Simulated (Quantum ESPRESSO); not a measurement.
# Si3MoN (Pm-3m) in Quantum ESPRESSO: reference runs

Reference runs on Si3MoN: the cell as given.

All numbers are computed with Quantum ESPRESSO 7.5; they aren't measurements. Logs are shortened: lines on timing, memory, paths and dates and some standing lists are left out, and cuts for length are marked.

**1. Starting point**

The structure is cubic, space group Pm-3m (No. 221). Conventional cell: a = 4.566 Å, b = 4.566 Å, c = 4.566 Å, α = 90.00°, β = 90.00°, γ = 90.00°. Si (site symmetry 4/mmm) has 2 Mo at 2.28 Å as nearest neighbours. Mo (site symmetry m-3m) is surrounded by 6 Si at 2.28 Å. N (site symmetry m-3m) is surrounded by 12 Si at 3.23 Å.

The cell was built by a generator and needn't be a form met in nature.

**2. Single point, PBE**

pw.in reads:

```
&CONTROL
  calculation = 'scf'
  prefix = 'pwscf'
  outdir = './tmp'
  pseudo_dir = './pseudo'
  tprnfor = .true.
  tstress = .true.
  disk_io = 'low'
/
&SYSTEM
  ibrav = 0
  nat = 5
  ntyp = 3
  ecutwfc = 60
  ecutrho = 480
  nbnd = 23
  occupations = 'smearing'
  smearing = 'fd'
  degauss = 0.00367493
/
&ELECTRONS
  conv_thr = 1d-09
  electron_maxstep = 120
  mixing_beta = 0.5
/
ATOMIC_SPECIES
Si    28.0850 Si.pbe-n-rrkjus_psl.1.0.0.UPF
Mo    95.9500 Mo_ONCV_PBE-1.0.oncvpsp.upf
N     14.0070 N.pbe-n-radius_5.UPF
CELL_PARAMETERS angstrom
   4.5663750100    0.0000000000    0.0000000000
   0.0000000000    4.5663750100    0.0000000000
   0.0000000000    0.0000000000    4.5663750100
ATOMIC_POSITIONS crystal
Si     0.0000000000    0.5000000000    0.5000000000
Si     0.5000000000    0.0000000000    0.5000000000
Si     0.5000000000    0.5000000000    0.0000000000
Mo     0.5000000000    0.5000000000    0.5000000000
N      0.0000000000    0.0000000000    0.0000000000
K_POINTS automatic
6 6 6 0 0 0
```

pp_density.in reads:

```
&INPUTPP
  prefix = 'pwscf'
  outdir = './tmp'
  filplot = 'density.dat'
  plot_num = 0
/
&PLOT
  nfile = 1
  filepp(1) = 'density.dat'
  iflag = 3
  output_format = 6
  fileout = 'density.cube'
/
```

pp_potential.in reads:

```
&INPUTPP
  prefix = 'pwscf'
  outdir = './tmp'
  filplot = 'potential.dat'
  plot_num = 11
/
&PLOT
  nfile = 1
  filepp(1) = 'potential.dat'
  iflag = 3
  output_format = 6
  fileout = 'potential.cube'
/
```

Potentials or basis: SSSP 1.3 efficiency PBE.

The run is started by

```console
> OMP_NUM_THREADS=1 pw.x -in pw.in > pw.out
> OMP_NUM_THREADS=1 pp.x -in pp_density.in > pp_density.out
> OMP_NUM_THREADS=1 pp.x -in pp_potential.in > pp_potential.out
```

pw.out:

```text
This program is part of the open-source Quantum ESPRESSO suite
     for quantum simulation of materials; please cite
         "P. Giannozzi et al., J. Phys.:Condens. Matter 21 395502 (2009);
         "P. Giannozzi et al., J. Phys.:Condens. Matter 29 465901 (2017);
         "P. Giannozzi et al., J. Chem. Phys. 152 154105 (2020);
     in publications or presentations arising from this work. More details at

     Message from routine setup:
     using ibrav=0 with symmetry is DISCOURAGED, use correct ibrav instead

     G-vector sticks info
     --------------------
     sticks:   dense  smooth     PW     G-vecs:    dense   smooth      PW
     Sum        2861    1433    421               114089    40339    6403

     Using Slab Decomposition

     bravais-lattice index     =            0
     lattice parameter (alat)  =       8.6292  a.u.
     unit-cell volume          =     642.5565 (a.u.)^3
     number of atoms/cell      =            5
     number of atomic types    =            3
     number of electrons       =        31.00
     number of Kohn-Sham states=           23
     kinetic-energy cutoff     =      60.0000  Ry
     charge density cutoff     =     480.0000  Ry
     scf convergence threshold =      1.0E-09
     mixing beta               =       0.5000
     number of iterations used =            8  plain     mixing
     Exchange-correlation= PBE
                           (   1   4   3   4   0   0   0)

     celldm(1)=   8.629198  celldm(2)=   0.000000  celldm(3)=   0.000000
     celldm(4)=   0.000000  celldm(5)=   0.000000  celldm(6)=   0.000000

     crystal axes: (cart. coord. in units of alat)
               a(1) = (   1.000000   0.000000   0.000000 )
               a(2) = (   0.000000   1.000000   0.000000 )
               a(3) = (   0.000000   0.000000   1.000000 )

     reciprocal axes: (cart. coord. in units 2 pi/alat)
               b(1) = (  1.000000  0.000000  0.000000 )
               b(2) = (  0.000000  1.000000  0.000000 )
               b(3) = (  0.000000  0.000000  1.000000 )

     PseudoPot. # 1 for Si read from file:
     Si.pbe-n-rrkjus_psl.1.0.0.UPF
     Pseudo is Ultrasoft + core correction, Zval =  4.0
     Generated using "atomic" code by A. Dal Corso  v.5.1
     Using radial grid of 1141 points,  6 beta functions with:
                l(1) =   0
                l(2) =   0
                l(3) =   1
                l(4) =   1
                l(5) =   2
                l(6) =   2
     Q(r) pseudized with 0 coefficients

     PseudoPot. # 2 for Mo read from file:
     Mo_ONCV_PBE-1.0.oncvpsp.upf
     Pseudo is Norm-conserving, Zval = 14.0
     Generated using ONCVPSP code by D. R. Hamann
     Using radial grid of 1526 points,  6 beta functions with:
                l(1) =   0
                l(2) =   0
                l(3) =   1
                l(4) =   1
                l(5) =   2
                l(6) =   2

     PseudoPot. # 3 for N  read from file:
     N.pbe-n-radius_5.UPF
     Pseudo is Ultrasoft + core correction, Zval =  5.0
     Generated using "atomic" code by A. Dal Corso  v.5.1
     Using radial grid of 1085 points,  4 beta functions with:
                l(1) =   0
                l(2) =   0
                l(3) =   1
                l(4) =   1
     Q(r) pseudized with 0 coefficients

     atomic species   valence    mass     pseudopotential
     Si                4.00    28.08500     Si( 1.00)
     Mo               14.00    95.95000     Mo( 1.00)
     N                 5.00    14.00700     N ( 1.00)

     48 Sym. Ops., with inversion, found

   Cartesian axes

     site n.     atom                  positions (alat units)
         1        Si     tau(   1) = (   0.0000000   0.5000000   0.5000000  )
         2        Si     tau(   2) = (   0.5000000   0.0000000   0.5000000  )
         3        Si     tau(   3) = (   0.5000000   0.5000000   0.0000000  )
         4        Mo     tau(   4) = (   0.5000000   0.5000000   0.5000000  )
         5        N      tau(   5) = (   0.0000000   0.0000000   0.0000000  )

     number of k points=    20  Fermi-Dirac smearing, width (Ry)=  0.0037
                       cart. coord. in units 2pi/alat
        k(    1) = (   0.0000000   0.0000000   0.0000000), wk =   0.0092593
        k(    2) = (   0.0000000   0.0000000   0.1666667), wk =   0.0555556
        k(    3) = (   0.0000000   0.0000000   0.3333333), wk =   0.0555556
        k(    4) = (   0.0000000   0.0000000  -0.5000000), wk =   0.0277778
        k(    5) = (   0.0000000   0.1666667   0.1666667), wk =   0.1111111
        k(    6) = (   0.0000000   0.1666667   0.3333333), wk =   0.2222222
[... 12 lines left out ...]
        k(   19) = (   0.3333333  -0.5000000  -0.5000000), wk =   0.0555556
        k(   20) = (  -0.5000000  -0.5000000  -0.5000000), wk =   0.0092593

     Dense  grid:   114089 G-vectors     FFT dimensions: (  64,  64,  64)

     Smooth grid:    40339 G-vectors     FFT dimensions: (  45,  45,  45)

     Initial potential from superposition of free atoms

     starting charge      30.9973, renormalised to      31.0000
     Starting wfcs are   26 randomized atomic wfcs

     Self-consistent Calculation

     iteration #  1     ecut=    60.00 Ry     beta= 0.50
     Davidson diagonalization with overlap
     ethr =  1.00E-02,  avg # of iterations =  2.0

     total energy              =    -190.27460911 Ry
     estimated scf accuracy    <       1.47644093 Ry
[... 61 lines left out ...]
     total energy              =    -190.98348162 Ry
     estimated scf accuracy    <       0.00000156 Ry

     iteration # 11     ecut=    60.00 Ry     beta= 0.50
     Davidson diagonalization with overlap
     c_bands:  1 eigenvalues not converged
     ethr =  5.02E-09,  avg # of iterations =  4.7

     total energy              =    -190.98348223 Ry
     estimated scf accuracy    <       0.00000015 Ry

     iteration # 12     ecut=    60.00 Ry     beta= 0.50
     Davidson diagonalization with overlap
     ethr =  4.92E-10,  avg # of iterations =  2.8
[... 39 lines left out ...]
     iteration # 18     ecut=    60.00 Ry     beta= 0.50
     Davidson diagonalization with overlap
     ethr =  1.74E-11,  avg # of iterations =  2.0

     End of self-consistent calculation

          k = 0.0000 0.0000 0.0000 (  5041 PWs)   bands (ev):

   -52.6418 -27.0120 -27.0120 -27.0120  -5.2574  -2.0669   0.2868   0.2868
     4.4571   4.4571   4.4571   5.9783   5.9783   5.9783   7.4639   7.4639
     7.4639   9.2708   9.2708   9.2708   9.8589   9.8589  11.8719
[... 105 lines left out ...]
   -52.6403 -27.0261 -27.0261 -27.0224  -4.8987   0.2145   0.6802   0.6802
     2.8217   3.1071   3.1071   3.2338   3.9672   4.5459   6.8097   6.9327
     6.9327  10.7862  10.7862  10.9218  11.7448  11.7448  12.3355

          k =-0.5000-0.5000-0.5000 (  5040 PWs)   bands (ev):

   -52.6401 -27.0260 -27.0260 -27.0260  -4.8829   0.8719   0.8719   0.8719
     2.6752   2.6752   2.6752   2.7373   3.9770   3.9770   6.9950   6.9950
     6.9950  11.1839  11.1839  11.1839  12.3674  12.3674  12.3674

     the Fermi energy is     6.7913 ev

!    total energy              =    -190.98348219 Ry
     estimated scf accuracy    <          2.0E-10 Ry
     smearing contrib. (-TS)   =      -0.00513739 Ry
     internal energy E=F+TS    =    -190.97834480 Ry

     The total energy is F=E-TS. E is the sum of the following terms:
     one-electron contribution =     -85.84935954 Ry
     hartree contribution      =      53.67683731 Ry
     xc contribution           =     -39.03085102 Ry
     ewald contribution        =    -119.77497155 Ry

     convergence has been achieved in  18 iterations

     Forces acting on atoms (cartesian axes, Ry/au):

     atom    1 type  1   force =     0.00000000    0.00000000    0.00000000
     atom    2 type  1   force =     0.00000000    0.00000000    0.00000000
     atom    3 type  1   force =     0.00000000    0.00000000    0.00000000
     atom    4 type  2   force =     0.00000000    0.00000000    0.00000000
     atom    5 type  3   force =     0.00000000    0.00000000    0.00000000

     Total force =     0.000000     Total SCF correction =     0.000000

     Computing stress (Cartesian axis) and pressure

          total   stress  (Ry/bohr**3)                   (kbar)     P=       60.10
   0.00040853   0.00000000   0.00000000           60.10        0.00        0.00
   0.00000000   0.00040853   0.00000000            0.00       60.10        0.00
   0.00000000   0.00000000   0.00040853            0.00        0.00       60.10

=------------------------------------------------------------------------------=
   JOB DONE.
=------------------------------------------------------------------------------=
```

Wall time 70 s (1 thread of Intel Xeon Platinum 8488C (Sapphire Rapids), shared host); peak memory 0.47 GiB.

What came out:

| Quantity | Value |
| --- | --- |
| Free energy | -2598.4627 eV |
| Pressure | 6.0 GPa |
| Band gap on the k mesh | none (metal or under the smearing width) |

Levels at points of the mesh, in eV from the Fermi level:
```csv
k point,band 12,band 13,band 14,band 15,band 16,band 17,band 18,band 19
"(0.00, 0.00, 0.00)",-0.81,-0.81,-0.81,0.67,0.67,0.67,2.48,2.48
"(0.00, 0.00, -0.50)",-0.74,-0.73,-0.73,-0.31,0.01,0.01,0.90,1.73
"(0.00, -0.50, -0.50)",-2.05,-2.05,-0.68,-0.68,-0.63,0.69,2.46,2.46
"(-0.50, -0.50, -0.50)",-4.05,-2.81,-2.81,0.20,0.20,0.20,4.39,4.39
```
